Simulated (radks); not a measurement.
# Fractional charge and spin in the 4p shell of ruthenium

The task here is to estimate one member of a computed series from the others.

Method: scalar-relativistic Kohn-Sham, r2SCAN, spin-polarised, spherical densities, finite nucleus. Code: radks (a radial shooting solver on a logarithmic mesh, Libxc functionals) version 1.

### Starting point

| Quantity | Value |
| --- | --- |
| element | ruthenium (Z = 44) |
| configuration | [Ar] 3d10 4s2 4d(up 3, down 3) 4p(up 3, down 3) |
| nuclear rms radius | 4.4809 fm |

A shell typed twice in an input gives spin up, then spin down.

The first run:

Settings of this run:

```text
Z 44
configuration [Ar] 3d10 4s2 4d3 4d3 4p3 4p3
relativity scalar-relativistic
functional r2scan,r2scan
spin polarised
nucleus finite rms 4.4809 fm
c 137.035999084
```

Among the steps run: 4p: up 3, down 3.

One of the session's tables, all rows but one given; the rest of the session is left out.

It belongs to the step «4p: up 3, down 3». From the orbitals of this run (lengths in bohr):

| level | <r> | outermost maximum (interpolated) | 90 % within | nodes |
| --- | --- | --- | --- | --- |
| 2s | 0.1456 | 0.123 | 0.225 | 1 |
| 2p | 0.1270 | 0.0983 | 0.207 | 0 |
| 3s | 0.4017 | 0.361 | 0.592 | 2 |
| 3p | 0.4024 | 0.355 | 0.606 | 1 |
| 3d | 0.3841 | 0.302 | 0.610 | 0 |
| 4s | 1.020 | 0.916 | 1.48 | 3 |
| 4p | ? | ? | ? | ? |
| 4d | 1.517 | 1.19 | 2.39 | 1 |

Q: Estimate the row for 4p from the others.

The run gave: <r>: 1.123; outermost maximum (interpolated): 0.982; 90 % within: 1.66; nodes: 2. In the column «<r>» it lies between 4s (1.020) and 4d (1.517).
